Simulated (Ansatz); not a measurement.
# GaSe3: the cost of one run

Program: Ansatz 0.2.0. Level of theory: DFT PBE, scalar-relativistic, plane waves, PAW. These are calculated values, not measurements.

## 1. The starting structure

Symmetry: I4/mcm, No. 140, tetragonal system. The conventional cell has a = 6.488 Å, b = 6.488 Å, c = 9.279 Å, α = 90.00°, β = 90.00°, γ = 90.00°. Around Ga (site symmetry -42m) lie 12 Se at 3.08 to 3.46 Å. Around Se (site symmetry 422) lie 4 Ga at 3.24 Å and 8 Se at 3.27 Å. Se (site symmetry m2m) is surrounded by 4 Ga at 3.08 to 3.46 Å.

Structure file:

```
CELL_PARAMETERS angstrom
-3.24419 3.24419 4.63931
3.24419 -3.24419 4.63931
3.24419 3.24419 -4.63931
ATOMIC_POSITIONS crystal
Ga 0.75000 0.25000 0.50000
Ga 0.25000 0.75000 0.50000
Se 0.75000 0.75000 0.00000
Se 0.25000 0.25000 0.00000
Se 0.22014 0.72014 0.94027
Se 0.77986 0.27986 0.05973
Se 0.72014 0.77986 0.50000
Se 0.27986 0.22014 0.50000
```

The cell is invented: species swapped into a database cell of AlPt3 (I4/mcm, No. 140), with Ga on the Al sites and Se on the Pt sites. Lengths come from tabulated atomic sizes and are only a guess.

## 2. A first look at the guess

The input, input.yaml:

```yaml
crystal:
  lattice:
    - [-3.24419247, 3.24419247, 4.63931432]
    - [3.24419247, -3.24419247, 4.63931432]
    - [3.24419247, 3.24419247, -4.63931432]
  atoms:
    - { symbol: Ga, position: [0.75, 0.25, 0.5] }
    - { symbol: Ga, position: [0.25, 0.75, 0.5] }
    - { symbol: Se, position: [0.75, 0.75, 0.0] }
    - { symbol: Se, position: [0.25, 0.25, 0.0] }
    - { symbol: Se, position: [0.22013599, 0.72013599, 0.94027197] }
    - { symbol: Se, position: [0.77986401, 0.27986401, 0.05972803] }
    - { symbol: Se, position: [0.72013599, 0.77986401, 0.5] }
    - { symbol: Se, position: [0.27986401, 0.22013599, 0.5] }
basis:
  ecutwfc: 420
kpoints:
  mp_grid: { grid: [4, 4, 4] }
hamiltonian:
  xc: pbe
scf:
  occupations: { method: gaussian, width: 0.1 }
  lower_state_search: "off"
output:
  forces: true
  stress: true
  eigenvalues: true
```

Command:

```console
$ ansatz run input.yaml --threads 1 --pin off --max-ram 2560MiB --backend cpu --events-out ev --progress --plain --runs-dir out
```

**Question.** How long does this run take on 1 thread of Intel Xeon at 2.50GHz (Skylake/Cascade Lake), shared host, and how much memory does it need?

About 25 s, with a peak of 0.54 GiB.
